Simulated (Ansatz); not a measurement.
# SnH2Br2: the cost of one run

Program: Ansatz 0.2.0. Level of theory: DFT PBE, scalar-relativistic, plane waves, PAW. These are calculated values, not measurements.

## Step 1: The structure to begin with

It takes space group I4/mmm (No. 139, tetragonal). The conventional cell has a = 4.557 Å, b = 4.557 Å, c = 10.897 Å, α = 90.00°, β = 90.00°, γ = 90.00°. Sn (site symmetry 4/mmm) has 8 H at 3.55 Å and 10 Br at 3.58 to 3.90 Å as nearest neighbours. H (site symmetry -4m2) is surrounded by 4 Br at 2.56 Å and 4 H at 3.22 Å and 4 Sn at 3.55 Å. Around Br (site symmetry 4mm) lie 4 H at 2.56 Å and 1 Br at 3.10 Å and 4 Sn at 3.58 Å.

Structure file:

```
Sn H Br
1.0
    -2.27857    2.27857    5.44865
     2.27857   -2.27857    5.44865
     2.27857    2.27857   -5.44865
Sn H Br
1 2 2
Direct
  0.00000 0.00000 0.00000
  0.75000 0.25000 0.50000
  0.25000 0.75000 0.50000
  0.64218 0.64218 0.00000
  0.35782 0.35782 0.00000
```

Recipe of the guess: species swapped into a database cell of SrGe2Ru2 (I4/mmm, No. 139), with Sn on the Sr sites, Br on the Ge sites and H on the Ru sites. The dimensions are guesses.

## Step 2: The guess as it stands, on a coarse mesh

input.yaml

```yaml
crystal:
  lattice:
    - [-2.27857143, 2.27857143, 5.4486493]
    - [2.27857143, -2.27857143, 5.4486493]
    - [2.27857143, 2.27857143, -5.4486493]
  atoms:
    - { symbol: Sn, position: [0.0, 0.0, 0.0] }
    - { symbol: H, position: [0.75, 0.25, 0.5] }
    - { symbol: H, position: [0.25, 0.75, 0.5] }
    - { symbol: Br, position: [0.64218396, 0.64218396, 0.0] }
    - { symbol: Br, position: [0.35781604, 0.35781604, 0.0] }
basis:
  ecutwfc: 420
kpoints:
  mp_grid: { grid: [6, 6, 6] }
hamiltonian:
  xc: pbe
scf:
  occupations: { method: gaussian, width: 0.1 }
  lower_state_search: "off"
output:
  forces: true
  stress: true
  eigenvalues: true
```

The run is started by

```sh
$ ansatz run input.yaml --threads 1 --pin off --max-ram 2560MiB --backend cpu --events-out ev --progress --plain --runs-dir out
```

**Question.** How long does this run take on 1 thread of Arm Neoverse V1, shared host, and how much memory does it need?

About 4.3 s, with a peak of 0.41 GiB.
